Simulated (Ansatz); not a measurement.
# C₂H₇AlSSi: one species, many methods

An exercise on one series of results from a longer session: the logs are not shown, and one member is left open.

The runs use Ansatz 0.2.0, Gaussian basis; functionals in def2-TZVPP, the program's frozen cores in correlated methods.

Plan: PBE-D4, r2SCAN-D4, PBE0-D4, B3LYP-D4, ωB97X-V, ωB97M-V, B2PLYP; CCSD(T)/def2-TZVPP; MP2/def2-QZVPP; extrapolation to the limit.

## The geometry

All runs share one geometry, relaxed beforehand with PBE0-D4 in a triple-zeta def2 set.

12 atoms, charge 0, spin multiplicity 1.

Atoms are counted from 1 here; the program's logs count them from 0.

Bond lengths: Si1–Al2 2.427 Å, Si1–H6 1.488 Å, Si1–H7 1.489 Å, Si1–H8 1.489 Å, Al2–C3 1.937 Å, Al2–C4 1.915 Å, Al2–S5 2.415 Å, C3–C4 1.544 Å, C3–H9 1.092 Å, C3–H10 1.091 Å, C4–S5 1.831 Å, C4–H11 1.085 Å, S5–H12 1.349 Å. Angles: Al2–Si1–H6 111.8°, Al2–Si1–H7 110.4°, Al2–Si1–H8 110.3°, H6–Si1–H7 108.0°, H6–Si1–H8 108.0°, H7–Si1–H8 108.3°, Si1–Al2–C3 160.5°, Si1–Al2–C4 145.1°, Si1–Al2–S5 125.4°, C3–Al2–C4 47.2°, C3–Al2–S5 74.0°, C4–Al2–S5 48.3°, Al2–C3–C4 65.6°, Al2–C3–H9 128.2°, Al2–C3–H10 114.8°, C4–C3–H9 119.0°, C4–C3–H10 110.5°, H9–C3–H10 110.6° and more.

The first run:

in.yaml reads:

```yaml
crystal:
  periodic: [false, false, false]
  atoms:
    - {symbol: Si, position_ang: [-2.235194, 1.140716, 0.249289]}
    - {symbol: Al, position_ang: [-0.268715, -0.238950, -0.094154]}
    - {symbol: C, position_ang: [0.905148, -1.780013, -0.081595]}
    - {symbol: C, position_ang: [1.590003, -0.454276, 0.313649]}
    - {symbol: S, position_ang: [1.723659, 0.434300, -1.281388]}
    - {symbol: H, position_ang: [-3.215646, 0.992896, -0.860842]}
    - {symbol: H, position_ang: [-2.917237, 0.763656, 1.518306]}
    - {symbol: H, position_ang: [-1.849076, 2.576492, 0.335678]}
    - {symbol: H, position_ang: [1.291196, -2.341420, -0.934859]}
    - {symbol: H, position_ang: [0.799040, -2.429663, 0.788151]}
    - {symbol: H, position_ang: [2.494412, -0.424047, 0.912431]}
    - {symbol: H, position_ang: [1.759409, 1.705213, -0.830667]}
basis:
  gaussian: {orbitals: def2-TZVPP}
hamiltonian: {xc: pbe, dispersion: d4}
output: {forces: true, orbitals: {seedname: orbitals}}
```

Run with:

```
> ansatz run in.yaml --threads 4 --pin off --events-out ev --progress --plain --max-ram 10444MiB
```

Among the steps run: PBE-D4 (GGA); r2SCAN-D4 (meta-GGA); PBE0-D4 (hybrid); B3LYP-D4 (hybrid); ωB97X-V (range-separated); ωB97M-V (range-separated); B2PLYP (double hybrid); CCSD(T) in def2-TZVPP; MP2 in def2-QZVPP.

One table of the session follows, with a row left open; its other results are not shown here.

```
            method  atomisation energy (kJ/mol)
            PBE-D4                       3954.5
         r2SCAN-D4                       3923.8
           PBE0-D4                       3908.6
          B3LYP-D4                       3873.8
           ωB97X-V                       3917.6
           ωB97M-V                       3906.1
            B2PLYP                       3828.1
     HF/def2-TZVPP                       2813.0
    MP2/def2-TZVPP                       3823.7
   CCSD/def2-TZVPP                       3724.3
CCSD(T)/def2-TZVPP                       3788.4
           MP2/CBS                       3929.0
       CCSD(T)/CBS                            ?
```

Q: Estimate the row for CCSD(T)/CBS from the others.

As computed: atomisation energy (kJ/mol): 3893.7. In the column «atomisation energy (kJ/mol)» it lies between B3LYP-D4 (3873.8) and ωB97M-V (3906.1).

To keep in mind: Free atoms (1 Si, 1 Al, 2 C, 1 S, 7 H) were run apart at each level; the atomisation energy is their sum less the molecule, without zero-point or spin-orbit terms.
